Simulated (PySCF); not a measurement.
**SnBrClF2 (SMILES [F][Sn]([F])([Cl])[Br]) at 6 levels**

We compute a comparison of 6 runs (HF/3-21G, HF/def2-SVP, PBE0/def2-SVP, PBE0/def2-SVPD, CAM-B3LYP/def2-TZVP, wB97X/def2-TZVP) of SnBrClF2. The job is set up through a Python script.

The results are computed with PySCF 2.14.0.

### 1 The molecule

SnBrClF2: 5 atoms, total charge 0, spin state singlet. SMILES: `[F][Sn]([F])([Cl])[Br]`. The coordinates come from a PBE0-D4/def2-TZVP relaxation.

Bond lengths: F1–Sn2 1.889 Å, Sn2–F3 1.889 Å, Sn2–Cl4 2.274 Å, Sn2–Br5 2.416 Å. Angles: F1–Sn2–F3 104.9°, F1–Sn2–Cl4 108.5°, F1–Sn2–Br5 109.8°, F3–Sn2–Cl4 108.5°, F3–Sn2–Br5 109.8°, Cl4–Sn2–Br5 114.7°.

### 2 Energy and forces at HF/3-21G (run 1)

The input, job.py:

```python
# [F][Sn]([F])([Cl])[Br]
import pyscf.grad
from pyscf import gto, scf

molecule = gto.Mole()
molecule.atom = '''
F     -0.123777    -0.636838     3.553441
Sn     0.056692    -0.096943     0.029480
F      2.871628    -2.007834    -1.051066
Cl    -3.480687    -1.729288    -1.785791
Br     0.770252     4.331630    -0.824676
'''
molecule.max_memory = 1860
molecule.spin = 0
molecule.verbose = 4
molecule.basis = '3-21g'
molecule.unit = 'bohr'
molecule.charge = 0
molecule.build()

mf = scf.RHF(molecule)
mf.conv_tol = 1e-10
mf.kernel()
if not mf.converged:
    mf = mf.newton().run(mf.mo_coeff, mf.mo_occ)

etot = mf.e_tot
print('E(%s) = %.9f' % ('HF', etot))
grad = mf.Gradients().kernel()
mf.analyze()
```

Run with:

```sh
$ OMP_NUM_THREADS=1 python job.py
```

The log of the run:

```text
PySCF version 2.14.0

[... 86 lines left out ...]
MO #4   energy= -145.525951226378  occ= 2
[... 15 lines left out ...]
MO #20  energy= -19.2288568255361  occ= 2
[... 15 lines left out ...]
MO #36  energy= -3.13200865967265  occ= 2
[... 15 lines left out ...]
MO #52  energy= -0.640877787207864 occ= 2
[... 15 lines left out ...]
MO #68  energy= 0.398282902743273  occ= 0
[... 15 lines left out ...]
MO #84  energy= 3.69137622673334   occ= 0
[... 92 lines left out ...]
Dipole moment(X, Y, Z, Debye): -0.00831,  1.20368, -0.36372
```

It took 7.5 s on 1 thread of Intel Xeon at 2.70GHz, shared host; peak memory 0.17 GiB.

### 3 Energy and forces at HF/def2-SVP (core potential) (run 2)

The input, input.py:

```python
import pyscf.grad
from pyscf import gto, scf

system = gto.M(
    atom='''
F       -0.065500      -0.337000       1.880400
Sn       0.030000      -0.051300       0.015600
F        1.519600      -1.062500      -0.556200
Cl      -1.841900      -0.915100      -0.945000
Br       0.407600       2.292200      -0.436400
''',
    basis='def2-svp',
    charge=0,
    max_memory=1860,
    verbose=4,
    ecp={'Sn': 'def2-svp'},
)

mf = scf.RHF(system)
mf.conv_tol = 1e-10
mf.kernel()
if not mf.converged:
    mf = mf.newton().run(mf.mo_coeff, mf.mo_occ)

e_tot = mf.e_tot
print(f'total energy: {e_tot:.8f} hartree')
grad = mf.Gradients().kernel()
dip = mf.dip_moment()
pop, q = mf.mulliken_pop()
```

Run with:

```sh
$ OMP_NUM_THREADS=1 python input.py
```

The log of the run:

```text
PySCF version 2.14.0

[... 63 lines left out ...]
converged SCF energy = -3443.65618339396
total energy: -3443.65618339 hartree
[... 11 lines left out ...]
Dipole moment(X, Y, Z, Debye): -0.93281,  1.55570, -1.06988
[... 110 lines left out ...]
charge of    4Br =     -0.26835
```

Wall time 17 s (1 thread of Intel Xeon at 2.70GHz, shared host); peak memory 0.23 GiB.

Runs 3 to 5 aren't shown in full; the table further down has their settings and results.

### 4 Energy and forces at wB97X/def2-TZVP (core potential) (run 6)

The input, geometry.xyz:

```xyz
5
BrClF2Sn
F     -0.065500    -0.337000     1.880400
Sn     0.030000    -0.051300     0.015600
F      1.519600    -1.062500    -0.556200
Cl    -1.841900    -0.915100    -0.945000
Br     0.407600     2.292200    -0.436400
```

The input, job.py:

```python
from pyscf import gto, dft

system = gto.M(
    atom='geometry.xyz',
    basis='def2-tzvp',
    verbose=4,
    max_memory=1860,
    ecp={'Sn': 'def2-svp'},
)

mf = dft.RKS(system)
mf.xc = 'wb97x'
mf.grids.level = 5
mf.conv_tol = 1e-10
mf.kernel()
if not mf.converged:
    mf = mf.newton().run(mf.mo_coeff, mf.mo_occ)

etot = mf.e_tot
print('E = %.10f Eh' % etot)
grad = mf.nuc_grad_method().kernel()
mf.analyze()
```

Run with:

```sh
$ OMP_NUM_THREADS=1 python job.py
```

The log of the run:

```text
PySCF version 2.14.0

[... 122 lines left out ...]
MO #22  energy= -2.78430855263969  occ= 2
[... 34 lines left out ...]
MO #57  energy= 0.260983966799201  occ= 0
[... 34 lines left out ...]
MO #92  energy= 1.06698248344879   occ= 0
[... 34 lines left out ...]
MO #127 energy= 2.16059750768433   occ= 0
[... 34 lines left out ...]
MO #162 energy= 6.95046469519415   occ= 0
[... 34 lines left out ...]
MO #197 energy= 114.513974409152   occ= 0
[... 205 lines left out ...]
Dipole moment(X, Y, Z, Debye): -0.77271,  1.43113, -0.92861
```

It took 6.2 min on 1 thread of Intel Xeon at 2.70GHz, shared host; peak memory 3 GiB.

### 5 The series

| run | level | core potential | integration grid | energy (Eh) | dipole moment (D) | HOMO energy (eV) | LUMO energy (eV) | wall time |
| --- | --- | --- | --- | --- | --- | --- | --- | --- |
| 1 | HF/3-21G | – | – | -9211.600942 | 1.26 | -12.69 | 0.45 | 7.5 s |
| 2 | HF/def2-SVP (core potential) | def2-svp | – | -3443.656183 | 2.11 | -12.75 | 0.59 | 17 s |
| 3 | PBE0/def2-SVP (core potential) | def2-svp | 5 | -3447.224718 | 1.80 | -9.58 | -3.23 | 52 s |
| 4 | PBE0/def2-SVPD (core potential) | def2-svp | 5 | -3447.256832 | 1.97 | -9.75 | -3.54 | 96 s |
| 5 | CAM-B3LYP/def2-TZVP (core potential) | def2-svp | 5 | -3448.685375 | 1.91 | -11.01 | -2.35 | 8.3 min |
| 6 | wB97X/def2-TZVP (core potential) | def2-svp | 5 | -3448.632371 | 1.87 | -12.05 | -1.24 | 6.2 min |

### 6 Summary of results

| quantity | value |
| --- | --- |
| run 6: total energy | -3448.63237 Eh |
| run 6: dipole moment | 1.87 D |
| run 6: HOMO energy | -12.05 eV |
| run 6: LUMO energy | -1.24 eV |
| run 6: HOMO–LUMO gap | 10.81 eV |
| run 6: largest force on an atom | 0.208 eV/Å |

The dipole moment (its size) runs from 1.26 D (HF/3-21G) to 2.11 D (HF/def2-SVP). The two ends differ in basis and core potential. The HOMO–LUMO gap runs from 6.21 eV (PBE0/def2-SVPD) to 13.34 eV (HF/def2-SVP). The two ends differ in method and basis. Totals of different functionals can't be ranked against each other. Some runs of one species differ in core potentials or relativity; totals across that change don't compare. In run 1 relativity is left out where basis or elements ask for it. All runs together took 17 min, the longest 8.3 min.
